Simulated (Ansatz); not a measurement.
# NaH3: the cost of one run

Method: DFT PBE, scalar-relativistic, plane waves, PAW, in Ansatz 0.2.0.

## Step 1: The system as given

The structure is trigonal, space group R-3m (No. 166). Conventional cell: a = 6.087 Å, b = 6.087 Å, c = 8.525 Å, α = 90.00°, β = 90.00°, γ = 120.00°. Around Na (site symmetry 3m) lie 3 H at 1.57 Å. H (site symmetry m) has 2 H at 1.52 Å and 1 Na at 1.57 Å as nearest neighbours.

As a file:

```
CELL_PARAMETERS angstrom
3.04348 1.75715 2.84171
-3.04348 1.75715 2.84171
0.00000 -3.51431 2.84171
ATOMIC_POSITIONS crystal
Na 0.75000 0.75000 0.75000
Na 0.25000 0.25000 0.25000
H 0.23653 0.48653 0.48653
H 0.48653 0.23653 0.48653
H 0.48653 0.48653 0.23653
H 0.51347 0.51347 0.76347
H 0.51347 0.76347 0.51347
H 0.76347 0.51347 0.51347
```

This is candidate A: random cell with space group R-3m (No. 166).

## Step 2: A loose first relaxation (candidate A)

Contents of input.yaml:

```yaml
crystal:
  lattice:
    - [3.0434787016, 1.7571532476, 2.8417072054]
    - [-3.0434787016, 1.7571532476, 2.8417072054]
    - [0.0, -3.5143064953, 2.8417072054]
  atoms:
    - { symbol: Na, position: [0.75, 0.75, 0.75] }
    - { symbol: Na, position: [0.25, 0.25, 0.25] }
    - { symbol: H, position: [0.2365273826, 0.4865273826, 0.4865273826] }
    - { symbol: H, position: [0.4865273826, 0.2365273826, 0.4865273826] }
    - { symbol: H, position: [0.4865273826, 0.4865273826, 0.2365273826] }
    - { symbol: H, position: [0.5134726174, 0.5134726174, 0.7634726174] }
    - { symbol: H, position: [0.5134726174, 0.7634726174, 0.5134726174] }
    - { symbol: H, position: [0.7634726174, 0.5134726174, 0.5134726174] }
basis:
  ecutwfc: 420
kpoints:
  mp_grid: { grid: [6, 6, 6] }
hamiltonian:
  xc: pbe
scf:
  occupations: { method: gaussian, width: 0.1 }
  lower_state_search: "off"
output:
  forces: true
  stress: true
  eigenvalues: true
relax:
  adjacent_minimum: "off"
  f_tol: 0.04
  max_steps: 70
  cell: { stress_tol: 0.4 }
```

On the command line:

```console
$ ansatz run input.yaml --threads 1 --pin off --max-ram 2560MiB --backend cpu --events-out ev --progress --plain --runs-dir out
```

Q: Estimate wall time and peak memory on 1 thread of Intel Xeon Platinum 8259CL at 2.50GHz (Skylake/Cascade Lake), shared host.

About 58 s, with a peak of 0.43 GiB.
